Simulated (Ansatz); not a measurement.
# SnH5Cl (built from SMILES Cl.[SnH4]): search for a transition state

Is there a first-order saddle for this four-centre ligand exchange, which should form Sn1–Cl7, H2–H6 and break Sn1–H2, H6–Cl7, and which two structures does it connect?

Program: Ansatz 0.2.0, Gaussian basis. Level of theory: PBE0-D4, def2-SVP first, then def2-TZVP. These are calculated values, not measurements.

31 further runs of the same task are left out: 31 set aside as unsound or not needed.

### Step 1. Starting geometry

The guess: 7 atoms, charge 0, spin multiplicity 1.

Atoms are counted from 1 here; the program's logs count them from 0.

Bond lengths: Sn1–H3 1.694 Å, Sn1–H4 1.694 Å, Sn1–H5 1.732 Å, Sn1–Cl7 2.814 Å. Angles: H3–Sn1–H4 122.1°, H3–Sn1–H5 109.2°, H3–Sn1–Cl7 107.4°, H4–Sn1–H5 109.0°, H4–Sn1–Cl7 108.6°, H5–Sn1–Cl7 97.8°.

Coordinates:

```xyz
7
ClH5Sn
Sn   -0.3046    0.7049    0.0843
H    -0.3036   -1.3640   -0.7940
H    -0.1029    1.0647   -1.5582
H    -1.7617    0.0994    0.7008
H     0.1830    2.0716    1.0295
H     0.5120   -1.5413   -0.2890
Cl    1.7778   -1.0355    0.8266
```

Distances that are to change: Sn1–Cl7 2.81 Å, H2–H6 0.98 Å, Sn1–H2 2.25 Å, H6–Cl7 1.76 Å.

### Step 2. Relaxing the guess with the reacting distances held

hold/in.yaml

```yaml
crystal:
  periodic: [false, false, false]
  atoms:
    - {symbol: Sn, position_ang: [-0.304600, 0.704900, 0.084300]}
    - {symbol: H, position_ang: [-0.303600, -1.364000, -0.794000]}
    - {symbol: H, position_ang: [-0.102900, 1.064700, -1.558200]}
    - {symbol: H, position_ang: [-1.761700, 0.099400, 0.700800]}
    - {symbol: H, position_ang: [0.183000, 2.071600, 1.029500]}
    - {symbol: H, position_ang: [0.512000, -1.541300, -0.289000]}
    - {symbol: Cl, position_ang: [1.777800, -1.035500, 0.826600]}
basis:
  gaussian: {orbitals: def2-SVP}
hamiltonian: {xc: pbe0, dispersion: d4}
relax: {f_tol: 0.08, max_steps: 120, escape_saddle: false, constraints: [{distance: [0, 6]}, {distance: [1, 5]}, {distance: [0, 1]}, {distance: [5, 6]}]}
```

The command line of these runs was not kept.

Further steps of the session: Force constants to start from; Saddle search in the small basis; Saddle search in triple zeta; Checking the order of the point; Relaxing after a step of 0.30 Å one way along the mode; Relaxing after a step of 0.30 Å the other way along the mode.

Before running it: what results should come out? Wanted: imaginary mode; barrier from the start side; barrier from the end side; energy of the step; pairs that change; zero-point energy at the saddle.

As calculated:

```
                       quantity                                                       value
                 imaginary mode                                                   945i cm⁻¹
    barrier from the start side                                                113.4 kJ/mol
      barrier from the end side                                                180.0 kJ/mol
             energy of the step                                                -66.6 kJ/mol
              pairs that change  Sn1–Cl7 formed, H2–H6 formed, Sn1–H2 broken, H6–Cl7 broken
zero-point energy at the saddle                                                    0.925 eV
```

**Reading.** One imaginary mode, 945i cm⁻¹, makes this a first-order saddle. The two relaxations end on the structures that were planned. At PBE0-D4/def2-TZVP the electronic barrier is 113.4 kJ/mol, about 46 kT at 298 K, and the step runs 66.6 kJ/mol downhill. The ends are the nearest minima, not always the lowest complexes.
